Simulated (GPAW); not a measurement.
# MoS2 (P6_3/mmc) in GPAW: a series of runs

Runs on MoS2. Level: LDA. Tasks: dielectric tensor, optical spectrum.

All numbers are computed with GPAW 26.7.0; they aren't measurements. Logs are shortened: lines on timing, memory, paths and dates and some standing lists are left out, and cuts for length are marked. The log counts tension as positive stress, the text compression.

**What was measured.**

“Multiwavelength excitation Raman Scattering Analysis of bulk and 2 dimensional MoS2: Vibrational properties of atomically thin MoS2 layers”, 2015, arxiv:1506.03228 reports, for a bulk crystal of MoS2 at 300 K: band gap 1.3 eV (indirect).

The runs below are set against these values where they give the same quantity.

### 1 Starting point

Symmetry: P6_3/mmc, No. 194, hexagonal system. The conventional cell has a = 3.161 Å, b = 3.161 Å, c = 12.295 Å, α = 90.00°, β = 90.00°, γ = 120.00°. Around Mo (site symmetry -6m2) lie 6 S at 2.39 Å. S (site symmetry 3m) is surrounded by 3 Mo at 2.39 Å.

### 2 Dielectric tensor, LDA

File run.py:

```python
import numpy as np
from ase import Atoms
from ase.dft.bandgap import bandgap
from ase.io import write
from gpaw import GPAW, PW
from gpaw.response.df import DielectricFunction

atoms = Atoms(['Mo', 'Mo', 'S', 'S', 'S', 'S'],
              cell=[[3.161, 0.0, 0.0],
                    [-1.5805, 2.7375063014, 0.0],
                    [0.0, 0.0, 12.295]],
              scaled_positions=[[0.333333, 0.666667, 0.25],
                                [0.666667, 0.333333, 0.75],
                                [0.333333, 0.666667, 0.624561],
                                [0.666667, 0.333333, 0.124561],
                                [0.333333, 0.666667, 0.875439],
                                [0.666667, 0.333333, 0.375439]],
              pbc=True)

calc = GPAW(mode=PW(500),
            xc='LDA',
            kpts={'size': (8, 8, 2), 'gamma': True},
            occupations={'name': 'fermi-dirac', 'width': 0.001},
            nbands=46,
            convergence={'density': 1e-06},
            maxiter=150,
            txt='gpaw.txt')
atoms.calc = calc
energy = atoms.get_potential_energy()
calc.write('gs.gpw')
write('result.traj', atoms)
print(f'Energy: {energy:.6f} eV')
print('Fermi level:', round(calc.get_fermi_level(), 4), 'eV')
print(f'Gap: {bandgap(calc)[0]:.4f} eV, direct: {bandgap(calc, direct=True)[0]:.4f} eV')

for size in [(8, 8, 2), (12, 12, 3)]:
    name = 'x'.join(str(n) for n in size)
    dense = calc.fixed_density(kpts={'size': size, 'gamma': True},
                               nbands=80, convergence={'bands': 74, 'eigenstates': 1e-7},
                               update_fermi_level=True, txt=f'dense-{name}.txt')
    dense.write(f'{name}.gpw', mode='all')
    df = DielectricFunction(f'{name}.gpw', frequencies=np.array([0.0]), hilbert=False, eta=0.001,
                            ecut=60, nbands=74, intraband=False, txt=f'df-{name}.txt')
    for xc in ['RPA', 'LR0.3', 'ALDA_X']:
        for direction in ['x', 'y', 'z', [0, 1, 1], [1, 0, 1], [1, 1, 0]]:
            e0, e = df.get_macroscopic_dielectric_constant(xc=xc, direction=direction)
            print(f'{name} {xc} {direction}: {e0:.4f} without, {e:.4f} with local fields')
```

Potentials or basis: the program's PAW data sets (release 1.2.1) made for this functional, pw.

Command:

```
OMP_NUM_THREADS=1 python run.py
```

gpaw.txt:

```text
__  _  _
 | _ |_)|_||  |
 |__||  | ||/\| - 26.7.0

Input parameters:
  mode=PW(ecut=500.0),
  convergence={'density': 1e-06},
  kpts=MonkhorstPack(size=(8, 8, 2), gamma=True),
  maxiter=150,
  nbands=46,
  occupations=Occupations(name='fermi-dirac', width=0.001),
  xc=XC(name='LDA')

Diagonalizing LCAO Hamiltonian
Converting LCAO to pw mode

        S

           Mo
        S

           S
        Mo

           S

Atoms  # Å, Bohr magnetons
|   | symbol |         x |        y |         z |    initial magnetic moments |
|---|--------|-----------|----------|-----------|-----------------------------|
| 0 |     Mo | -0.000002 | 1.825005 |  3.073750 | ( 0.0000,  0.0000,  0.0000) |
| 1 |     Mo |  1.580502 | 0.912501 |  9.221250 | ( 0.0000,  0.0000,  0.0000) |
| 2 |      S | -0.000002 | 1.825005 |  7.678977 | ( 0.0000,  0.0000,  0.0000) |
| 3 |      S |  1.580502 | 0.912501 |  1.531477 | ( 0.0000,  0.0000,  0.0000) |
| 4 |      S | -0.000002 | 1.825005 | 10.763523 | ( 0.0000,  0.0000,  0.0000) |
| 5 |      S |  1.580502 | 0.912501 |  4.616023 | ( 0.0000,  0.0000,  0.0000) |

Unit cell  # Å
| periodic |         x |        y |         z |   lengths |     angles |
|----------|-----------|----------|-----------|-----------|------------|
|      yes |  3.161000 | 0.000000 |  0.000000 |  3.161000 |  90.000000 |
|      yes | -1.580500 | 2.737506 |  0.000000 |  3.161000 |  90.000000 |
|      yes |  0.000000 | 0.000000 | 12.295000 | 12.295000 | 120.000000 |

Number of symmetries: 4
Symmetry operations  # r_c * U_cc + t_c -> r_c
|   | kind |            matrix            |
|---|------|------------------------------|
| 0 |  E   |  1, 0, 0,  0, 1, 0,  0, 0, 1 |
| 1 |  C2  |  0, 1, 0,  1, 0, 0,  0, 0,-1 |
| 2 |  σ   |  0,-1, 0, -1, 0, 0,  0, 0, 1 |
| 3 |  i   | -1, 0, 0,  0,-1, 0,  0, 0,-1 |

BZ-sampling:
  Number of BZ points: 128
  Number of IBZ points: 42

  Monkhorst-Pack size: [8, 8, 2]
  Monkhorst-Pack shift: [0.0625, 0.0625, 0.25]

K-points  # in reciprocal-cell coordinates
|     |                                coordinates |     weight |
|-----|--------------------------------------------|------------|
|   0 | (  0.00000000,   0.00000000,   0.00000000) | 0.00781250 |
|   1 | (  0.00000000,   0.00000000,   0.50000000) | 0.00781250 |
|   2 | (  0.12500000,  -0.12500000,   0.00000000) | 0.01562500 |
|   3 | (  0.12500000,  -0.12500000,   0.50000000) | 0.01562500 |
|   4 | (  0.12500000,   0.00000000,   0.00000000) | 0.03125000 |
|   5 | (  0.12500000,   0.00000000,   0.50000000) | 0.03125000 |
|   6 | (  0.12500000,   0.12500000,   0.00000000) | 0.01562500 |
|   7 | (  0.12500000,   0.12500000,   0.50000000) | 0.01562500 |
|   8 | (  0.25000000,  -0.25000000,   0.00000000) | 0.01562500 |
|   9 | (  0.25000000,  -0.25000000,   0.50000000) | 0.01562500 |
| ... |                                            |            |
|  41 | (  0.50000000,   0.50000000,   0.50000000) | 0.00781250 |

Plane wave coefficients: 2736
Cutoff: 500.0 eV

Spin-components: 1 (collinear spins)
Bands:           46
Projectors:      32
Spin-degeneracy: 2
Datatype:        complex128

Parallelization:
  kpt:    1
  domain: 1
  band:   1

Density:
  Valence electrons: 52.0
  Components: 1
  Grid points: [18 18 64]
  Charge: 0.0  # |e|

Potential:
  Grid points: [18 18 64]

species:
  Mo:
    name:    Molybdenum
    Z:       42.0
    valence: 14
    core:    28
    charge:  0.0  # [|e|]
    compensation charges:
      type: gauss
      rc: 0.38  # [Å]
      lmax: 2
    cutoffs:
      filter: 2.16  # [Å]
      core: 1.42  # [Å]
    projectors
    | kind |    occ | energy [eV] | rcut [Å] |
    |------|--------|-------------|----------|
    |   4s |  2.000 |     -64.384 |    1.238 |
    |   5s |  1.000 |      -4.319 |    1.238 |
    |   4p |  6.000 |     -38.595 |    1.296 |
    |   5p |  0.000 |      -1.161 |    1.296 |
    |   4d |  5.000 |      -3.933 |    1.296 |
    |    d |        |      23.278 |    1.296 |

    Using partial waves for Mo as LCAO basis

  S:
    name:    Sulfur
    Z:       16.0
    valence: 6
    core:    10
    charge:  0.0  # [|e|]
    compensation charges:
      type: gauss
      rc: 0.24  # [Å]
      lmax: 2
    cutoffs:
      filter: 1.77  # [Å]
      core: 1.66  # [Å]
    projectors
    | kind |    occ | energy [eV] | rcut [Å] |
    |------|--------|-------------|----------|
    |   3s |  2.000 |     -17.278 |    0.974 |
    |   3p |  4.000 |      -7.106 |    0.979 |
    |    s |        |       9.933 |    0.974 |
    |    p |        |      20.105 |    0.979 |
    |    d |        |       0.000 |    0.900 |

    Using partial waves for S as LCAO basis

Reference energy: -263337.961849  # eV

eigensolver:
  PPCG
  Converge bands: occupied
  niter=2

density mixing:
  MSR1-Mixer
  Pratt-step length: 0.05
  Maximum mixing coefficient: 0.75
  Old densities: 10
  SVD Regularization: 0.005
  Good broyden scale: 1.0
  Trust region scale: 1.0
  Backstep threshold: 4.0
  History deletion threshold: 6.0
  Fourier metric: weight=20.0, sigma=0.015

occupation numbers:
  Fermi-Dirac:
    width: 0.0010  # eV

poisson solver:
  ecut: 4000.0  # eV

xc functional:
  name: None

convergence criteria:
- Maximum integral of absolute [dens]ity change: 1e-06 electrons / valence electron
- Maximum [total energy] change in last 3 cyles: 0.0005 eV / valence electron
- Maximum integral of absolute [eigenst]ate change: 4e-08 eV^2 / valence electron
maximum number of iterations: 150

SCF iterations
|iter     | |      energy | eigst |  dens |
|---------|-|-------------|-------|-------|
|iter:   1| |  -52.604427 | +0.53 |       |
|iter:   2| |  -51.873528 | -1.15 | -1.00 |
|iter:   3| |  -49.880824 | -1.14 | -1.07 |
|iter:   4| |  -49.704831 | -1.96 | -1.46 |
|iter:   5| |  -49.685869 | -2.57 | -1.79 |
|iter:   6| |  -49.715750 | -2.99 | -2.07 |
|iter:   7| |  -49.674084 | -3.36 | -2.10 |
|iter:   8| |  -49.674042 | -5.11 | -3.01 |
|iter:   9| |  -49.674044c| -6.02 | -3.41 |
|iter:  10| |  -49.674044c| -7.42c| -4.37 |
|iter:  11| |  -49.674045c| -7.87c| -4.86 |
|iter:  12| |  -49.674045c| -8.46c| -5.48 |
|iter:  13| |  -49.674045c| -8.94c| -6.14c|

Converged in 13 steps
Energy contributions relative to reference atoms: (reference = -263337.961849)

Energy contributions:
  Kinetic:          -0.466643
  Coulomb:         -10.886254
  Zero:             -0.309423
  External:          0.000000
  Xc:              -38.011725
  Entropy:          -0.000000
  Spinorbit:         0.000000
  ----------------------------
  Free energy:     -49.674045
  Extrapolated:    -49.674045

dipole moment: (0.000001, 0.000002, 0.000007)  # |e|*Ang

Fermi level: 8.953
Eigenvalues  # (at kpt = [0.000, 0.000, 0.000])
| band index |      eig [eV] | occ [0-2] |
|------------|---------------|-----------|
|          0 |       -53.369 |     2.000 |
|        ... |               |           |
|         18 |         4.647 |     2.000 |
|         19 |         5.776 |     2.000 |
|         20 |         5.776 |     2.000 |
|         21 |         5.819 |     2.000 |
|         22 |         5.819 |     2.000 |
|         23 |         6.887 |     2.000 |
[... 8 lines left out ...]
|         32 |        10.553 |     0.000 |
|         33 |        10.553 |     0.000 |
|        ... |               |           |
|         45 |        20.461 |     0.000 |

Gap: 0.907 eV
Transition (v -> c):
  (s=0, k=0, n=25, [0.00, 0.00, 0.00]) -> (s=0, k=14, n=26, [0.25, 0.12, 0.00])
Direct/indirect transitions are different
Direct gap: 1.926 eV
Transition at: (s=0, k=28, n=25, [0.38, 0.25, 0.00])
# Writing to gs.gpw (mode='')
```

Run time: 26 min. Hardware: 1 thread of Intel Xeon Platinum 8488C (Sapphire Rapids), shared host; peak memory 1.9 GiB.

Results:

- Free energy: -49.6740 eV
- Band gap on the k mesh: 0.91 eV, indirect (least direct gap 1.93 eV)
- Electronic dielectric tensor (diagonal): 13.91, 13.91, 6.04

Electronic dielectric tensor:
```
13.91  0.00  0.00
 0.00 13.91  0.00
 0.00  0.00  6.04
```

Caveat: the long-wavelength limit can be off by several per cent where d states take part; an odd mesh through Γ misses points on the zone boundary, where band edges often lie.

(Continued in part 2 of 2.)
